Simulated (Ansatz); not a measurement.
# Cs2RbInF6: the cost of one run

Program: Ansatz 0.2.0. Level of theory: DFT PBEsol, scalar-relativistic, plane waves, PAW. These are calculated values, not measurements.

2 further runs of the same task are left out: 2 set aside as unsound or not needed.

## 1. The system as given

Symmetry: Fm-3m, No. 225, cubic system. The conventional cell has a = 9.435 Å, b = 9.435 Å, c = 9.435 Å, α = 90.00°, β = 90.00°, γ = 90.00°. Cs (site symmetry -43m) has 12 F at 3.35 Å as nearest neighbours. Rb (site symmetry m-3m) has 6 F at 2.63 Å as nearest neighbours. In (site symmetry m-3m) has 6 F at 2.08 Å as nearest neighbours. F (site symmetry 4mm) has 1 In at 2.08 Å and 1 Rb at 2.63 Å as nearest neighbours.

Coordinates:

```
CELL_PARAMETERS angstrom
0.00000 4.71771 4.71771
4.71771 0.00000 4.71771
4.71771 4.71771 0.00000
ATOMIC_POSITIONS crystal
Cs 0.75000 0.75000 0.75000
Cs 0.25000 0.25000 0.25000
Rb 0.50000 0.50000 0.50000
In 0.00000 0.00000 0.00000
F 0.77925 0.22075 0.22075
F 0.22075 0.22075 0.77925
F 0.22075 0.77925 0.77925
F 0.22075 0.77925 0.22075
F 0.77925 0.22075 0.77925
F 0.77925 0.77925 0.22075
```

It goes back to an entry of the Materials Project, which need not be the stable form.

It is the result of an earlier relaxation at this level (volume 21.00 Å³/atom; gap on the mesh: 5.46 eV).

## 2. The reference cell

Reference values: F = -24727.2355 eV; pressure -0.01 GPa; largest force 0.001 eV/Å; gap on the mesh 5.46 eV. It was computed beforehand with the settings of the runs below.

## 3. Setting up a frozen normal mode

Mode 13 of the phonon run on this cell, counted from the lowest, is frozen in: each atom moves by x times its row below, so x is the largest displacement.

```
atom     ux     uy      uz
 Cs1  0.000  0.000   0.000
 Cs2  0.000  0.000   0.000
 Rb3  0.000  0.000   0.000
 In4  0.000  0.000   0.000
  F5  0.000  0.000  -1.000
  F6  0.000  0.000   0.000
  F7  0.000  0.000  -1.000
  F8  0.000  0.000   1.000
  F9  0.000  0.000   1.000
 F10  0.000  0.000   0.000
```

## 4. x = -0.300 Å

The input, input.yaml:

```yaml
crystal:
  lattice:
    - [0.0, 4.7177140811, 4.7177140811]
    - [4.7177140811, 0.0, 4.7177140811]
    - [4.7177140811, 4.7177140811, 0.0]
  atoms:
    - { symbol: Cs, position: [0.75, 0.75, 0.75] }
    - { symbol: Cs, position: [0.25, 0.25, 0.25] }
    - { symbol: Rb, position: [0.5, 0.5, 0.5] }
    - { symbol: In, position: [0.0, 0.0, 0.0] }
    - { symbol: F, position: [0.8110456844, 0.2525444346, 0.1889543156] }
    - { symbol: F, position: [0.2207493751, 0.2207493751, 0.7792506249] }
    - { symbol: F, position: [0.2525444346, 0.8110456844, 0.7474555654] }
    - { symbol: F, position: [0.1889543156, 0.7474555654, 0.2525444346] }
    - { symbol: F, position: [0.7474555654, 0.1889543156, 0.8110456844] }
    - { symbol: F, position: [0.7792506249, 0.7792506249, 0.2207493751] }
basis:
  ecutwfc: 420
kpoints:
  mp_grid: { grid: [4, 4, 4] }
hamiltonian:
  xc: pbesol
scf:
  occupations: { method: gaussian, width: 0.05 }
output:
  forces: true
  stress: true
  eigenvalues: true
```

Run with:

```
$ ansatz run input.yaml --threads 2 --pin off --max-ram 5120MiB --backend cpu --events-out ev --progress --plain --runs-dir out
```

**Question.** How long does this run take on 2 threads of Arm Neoverse V1, shared host, and how much memory does it need?

About 7.2 s, with a peak of 0.5 GiB.
